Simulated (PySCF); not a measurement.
# SnH4 (SMILES [H][Sn]([H])([H])[H]): levels of theory compared

Wanted: a comparison of 6 runs (MP2/STO-3G, BCCD(T)/STO-3G, CCSDT(Q)/STO-3G, CISD/STO-3G, CCSD(T)/STO-3G, FCI/STO-3G) of SnH4. Input form: a Python script.

The results are computed with PySCF 2.14.0.

4 further runs of the same task are left out: 4 set aside as unsound or not needed.

## (1) The structure to begin with

SnH4 has 5 atoms, charge 0, and is taken as a singlet. As SMILES, `[H][Sn]([H])([H])[H]`. One bond was lengthened or shortened from a relaxed shape.

Bond lengths: Sn1–H2 1.639 Å, Sn1–H3 1.966 Å, Sn1–H4 1.639 Å, Sn1–H5 1.638 Å. Angles: H2–Sn1–H3 109.3°, H2–Sn1–H4 109.5°, H2–Sn1–H5 109.5°, H3–Sn1–H4 109.4°, H3–Sn1–H5 109.5°, H4–Sn1–H5 109.5°.

## (2) The energy at MP2/STO-3G (run 1)

File calc.py:

```python
from pyscf import gto, mp

mol = gto.Mole()
mol.atom = '''
Sn    -0.584470    -0.004588     0.208596
H     -0.559941    -0.039057     3.305290
H      2.911482     0.020333    -1.048552
H     -2.056094     2.532010    -0.786648
H     -2.041373    -2.525313    -0.840694
'''
mol.unit = 'bohr'
mol.max_memory = 1860
mol.verbose = 3
mol.basis = 'sto-3g'
mol.build()

calc0 = mol.RHF()
calc0.conv_tol = 1e-10
calc0.kernel()
if not calc0.converged:
    calc0 = calc0.newton().run(calc0.mo_coeff, calc0.mo_occ)

pt = mp.MP2(calc0, frozen=18).run()
etot = pt.e_tot
print(f'total energy: {etot:.8f} hartree')
```

Command:

```console
$ OMP_NUM_THREADS=1 python calc.py
```

What it wrote:

```text
converged SCF energy = -5965.58876503569
E(RMP2) = -5965.63338783268  E_corr = -0.0446227969957763
E(SCS-RMP2) = -5965.64179804198  E_corr = -0.0530330062931313
total energy: -5965.63338783 hartree
```

It took 0.8 s on 1 thread of Arm Neoverse V1, shared host; peak memory 0.12 GiB.

## (3) A single-point energy at BCCD(T)/STO-3G (run 2)

File job.py:

```python
from pyscf import gto, cc
from pyscf.cc.bccd import bccd_kernel_

system = gto.M(
    atom='''
Sn    -0.309288    -0.002428     0.110384
H     -0.296308    -0.020668     1.749084
H      1.540690     0.010760    -0.554870
H     -1.088038     1.339882    -0.416276
H     -1.080248    -1.336338    -0.444876
''',
    charge=0,
    basis='sto-3g',
    max_memory=1860,
    verbose=3,
)

mf = system.RHF()
mf.conv_tol = 1e-10
mf.kernel()
if not mf.converged:
    mf = mf.newton().run(mf.mo_coeff, mf.mo_occ)

mycc = cc.CCSD(mf, frozen=18).run()
mycc = bccd_kernel_(mycc, diis=True)
e_t = mycc.ccsd_t()
e_final = mycc.e_tot + e_t
print('Final energy', e_final)
```

Command:

```console
$ OMP_NUM_THREADS=1 python job.py
```

What it wrote:

```text
converged SCF energy = -5965.58876505603
E(CCSD) = -5965.658246309968  E_corr = -0.06948125394035455
BCCD loop starts.

[... 19 lines left out ...]
CCSD converged
[... 21 lines left out ...]
CCSD converged
[... 18 lines left out ...]
CCSD converged
[... 3 lines left out ...]
Final energy -5965.658673119907
```

Wall time 1.1 s (1 thread of Arm Neoverse V1, shared host); peak memory 0.12 GiB.

Runs 3 to 5 aren't shown in full; the table further down has their settings and results.

## (4) A single-point energy at FCI/STO-3G (run 6)

File input.py:

```python
from pyscf import gto, mcscf
from pyscf import fci

mol = gto.M(
    atom=[
    ('Sn', (-0.309288, -0.002428, 0.110384)),
    ('H', (-0.296308, -0.020668, 1.749084)),
    ('H', (1.540690, 0.010760, -0.554870)),
    ('H', (-1.088038, 1.339882, -0.416276)),
    ('H', (-1.080248, -1.336338, -0.444876)),
],
    max_memory=1860,
    verbose=3,
    basis='sto-3g',
)

hf = mol.RHF()
hf.conv_tol = 1e-10
hf.kernel()
if not hf.converged:
    hf = hf.newton().run(hf.mo_coeff, hf.mo_occ)

cas = mcscf.CASCI(hf, hf.mo_coeff.shape[-1] - 18, (mol.nelec[0] - 18, mol.nelec[1] - 18))  # full CI above the frozen core
cas.fcisolver = fci.direct_spin0.FCI(mol)  # even spin states alone
cas.kernel()
print('<S^2> = %.4f' % cas.fcisolver.spin_square(cas.ci, cas.ncas, cas.nelecas)[0])
etot = cas.e_tot
print(f'total energy: {etot:.8f} hartree')
```

Command:

```console
$ OMP_NUM_THREADS=1 python input.py
```

What it wrote:

```text
converged SCF energy = -5965.58876505603
CASCI E = -5965.65890384900  E(CI) = -89.5973224188356  S^2 = 0.0000000
<S^2> = 0.0000
total energy: -5965.65890385 hartree
```

Run time: 6.6 s. Hardware: 1 thread of Arm Neoverse V1, shared host; peak memory 0.21 GiB.

## (5) All runs side by side

| run | level | energy (Eh) | dipole moment (D) of the reference | HOMO energy (eV) | LUMO energy (eV) | wall time |
| --- | --- | --- | --- | --- | --- | --- |
| 1 | MP2/STO-3G | -5965.633388 | 0.23 | -9.34 | 10.12 | 0.8 s |
| 2 | BCCD(T)/STO-3G | -5965.658673 | – | – | – | 1.1 s |
| 3 | CCSDT(Q)/STO-3G | -5965.658892 | 0.23 | -9.34 | 10.12 | 2.7 s |
| 4 | CISD/STO-3G | -5965.655512 | 0.23 | -9.34 | 10.12 | 0.84 s |
| 5 | CCSD(T)/STO-3G | -5965.658672 | 0.23 | -9.34 | 10.12 | 0.78 s |
| 6 | FCI/STO-3G | -5965.658904 | 0.23 | -9.34 | 10.12 | 6.6 s |

## (6) Summary of results

| quantity | value |
| --- | --- |
| run 6: total energy | -5965.65890 Eh |
| run 6: dipole moment (Hartree–Fock density) | 0.23 D |
| run 6: HOMO energy (Hartree–Fock orbitals) | -9.34 eV |
| run 6: LUMO energy (Hartree–Fock orbitals) | 10.12 eV |
| run 6: HOMO–LUMO gap (Hartree–Fock orbitals) | 19.46 eV |
| run 6: correlation energy (18 core orbitals frozen) | -70.1 mEh |

Against full CI in this basis: MP2 +25.5 mEh; BCCD(T) +0.2 mEh; CCSDT(Q) +0.0 mEh; CISD +3.4 mEh; CCSD(T) +0.2 mEh. In runs 1, 2, 3, 4, 5, 6 the basis is minimal, so the values are rough. In runs 1, 2, 3, 4, 5, 6 relativity is left out where basis or elements ask for it. All runs together took 13 s, the longest 6.6 s.
